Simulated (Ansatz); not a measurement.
# HSE06/STO-3G run of GeH4 (SMILES [H][Ge]([H])([H])[H])

Aim: the electronic atomisation energy of GeH4 at HSE06/STO-3G, from 3 runs. 

The calculation is run with Ansatz 0.2.0.

30 further runs of the same task are left out: 2 that didn't finish, 28 set aside as unsound or not needed.

### Step 1. The system as given

The species is GeH4 (5 atoms), meant as a singlet with charge 0. SMILES: `[H][Ge]([H])([H])[H]`. Geometry: a GFN2-xTB relaxation, a rough one for these elements and not checked as a minimum.

Bond lengths: Ge1–H2 1.482 Å, Ge1–H3 1.483 Å, Ge1–H4 1.482 Å, Ge1–H5 1.483 Å. Angles: H2–Ge1–H3 109.4°, H2–Ge1–H4 109.5°, H2–Ge1–H5 109.5°, H3–Ge1–H4 109.6°, H3–Ge1–H5 109.5°, H4–Ge1–H5 109.4°.

### Step 2. A single-point energy at HSE06/STO-3G

Input file input.yaml:

```yaml
crystal:
  periodic: [false, false, false]
  atoms:
    - {symbol: Ge, position_ang: [0.000120, 0.000440, -0.000220]}
    - {symbol: H, position_ang: [0.011480, -0.018150, 1.481920]}
    - {symbol: H, position_ang: [1.394900, 0.010030, -0.503500]}
    - {symbol: H, position_ang: [-0.707610, 1.213950, -0.473620]}
    - {symbol: H, position_ang: [-0.698890, -1.206270, -0.504580]}
basis:
  gaussian: {orbitals: STO-3G}
magnetization: {spin_polarized: false}
hamiltonian: {xc: {name: HSE06}}
accuracy: high
```

The run is started by

```console
$ ansatz run input.yaml --threads 1 --pin off --max-ram 2610MiB --events-out events.jsonl --progress --plain --runs-dir runs
```

The log of the run:

```text
Warning: RAYON_NUM_THREADS=1 ignored (pool sized by the plan → 1); use --threads N
Functional definition: HSE06
  name "HSE06"
  parameter a = 0.25
  parameter omega = 0.11/bohr
  exchange = pbe_x - a*pbe_x_sr(omega) + a*exact_x_sr(omega)
  correlation = pbe_c
290 factors; integrals over basis functions are off by at most 7.8e-9 eV
52 factors; integrals over basis functions are off by at most 3.0e-10 eV
mean field evaluation 1: about -55924.5374 eV, gradient 2.1e1 eV
mean field evaluation 2: about -55925.3556 eV, gradient 1.2e1 eV
mean field evaluation 4: about -55925.8740 eV, gradient 9.1e-2 eV
mean field evaluation 8: about -55925.8526 eV, gradient 9.6e-5 eV
mean field -55925.85263580 eV, -2055.2371764613 hartree, gradient 5.2e-8 eV, S^2 0.000000; 0 other end points of the search recorded, 0 dependent functions left out
reference -55925.85263746 eV, -2055.2371765222 hartree; 18, 18 occupied and 4, 4 virtual orbitals, 290 factors
Total energy: -55925.85263746 eV, -2055.2371765222 hartree
```

It took 0.92 s on 1 thread of Intel Xeon Platinum 8375C at 2.90GHz (Ice Lake), shared host; peak memory 0.11 GiB.

### Step 3. The Ge atom, same level

Input file input.yaml:

```yaml
basis:
  gaussian:
    orbitals: STO-3G
crystal:
  periodic: [false, false, false]
  atoms:
    - {symbol: Ge, position_ang: [0.000000, 0.000000, 0.000000]}
magnetization:
  spin_polarized: true
  initial_magnetization: 2
hamiltonian:
  xc: hse06
accuracy: high
```

The run is started by

```console
$ ansatz run input.yaml --threads 1 --pin off --max-ram 2610MiB --events-out events.jsonl --progress --plain --runs-dir runs
```

The log of the run (excerpt; [...] marks lines left out):

```text
Warning: RAYON_NUM_THREADS=1 ignored (pool sized by the plan → 1); use --threads N
[... 2 set-up lines as earlier in the session ...]
[...]
138 factors; integrals over basis functions are off by at most 4.5e-9 eV
26 factors; integrals over basis functions are off by at most 2.5e-10 eV
[...]
mean field -55855.36911089 eV, -2052.6469546963 hartree, gradient 1.6e-8 eV, S^2 2.185110; 13 other end points of the search recorded, 0 dependent functions left out
reference -55855.36911248 eV, -2052.6469547547 hartree; 17, 15 occupied and 1, 3 virtual orbitals, 138 factors
Total energy: -55855.36911248 eV, -2052.6469547547 hartree
```

Wall time 5.1 s (1 thread of Intel Xeon Platinum 8375C at 2.90GHz (Ice Lake), shared host); peak memory 0.11 GiB.

### Step 4. The H atom at the same level

Input file run.yaml:

```yaml
basis:
  gaussian: {orbitals: STO-3G}
crystal:
  periodic: [false, false, false]
  atoms:
    - symbol: H
      position_ang: [0.000000, 0.000000, 0.000000]
magnetization: {spin_polarized: true, initial_magnetization: 1}
accuracy: high
hamiltonian: {xc: hse06}
```

Run the same way, it converges to -0.46620 Eh (log not shown).

### Step 5. What came out

Level: HSE06/STO-3G.

| quantity | value |
| --- | --- |
| molecule: total energy | -2055.23718 Eh |
| Ge atom: total energy | -2052.64695 Eh |
| Ge atom: ⟨S²⟩ | 2.185 |
| H atom: total energy | -0.46620 Eh |
| H atom: ⟨S²⟩ | 0.750 |
| electronic atomisation energy | 19.740 eV |

**Reading.** Taking the molecule apart into free atoms costs 19.74 eV (1905 kJ/mol), before zero-point energy and without spin-orbit coupling. In a minimal basis such a difference can be off by several eV, whatever the method. ⟨S²⟩ (Ge atom) is 2.19 where a pure triplet has 2.00: the reference is spin-contaminated.
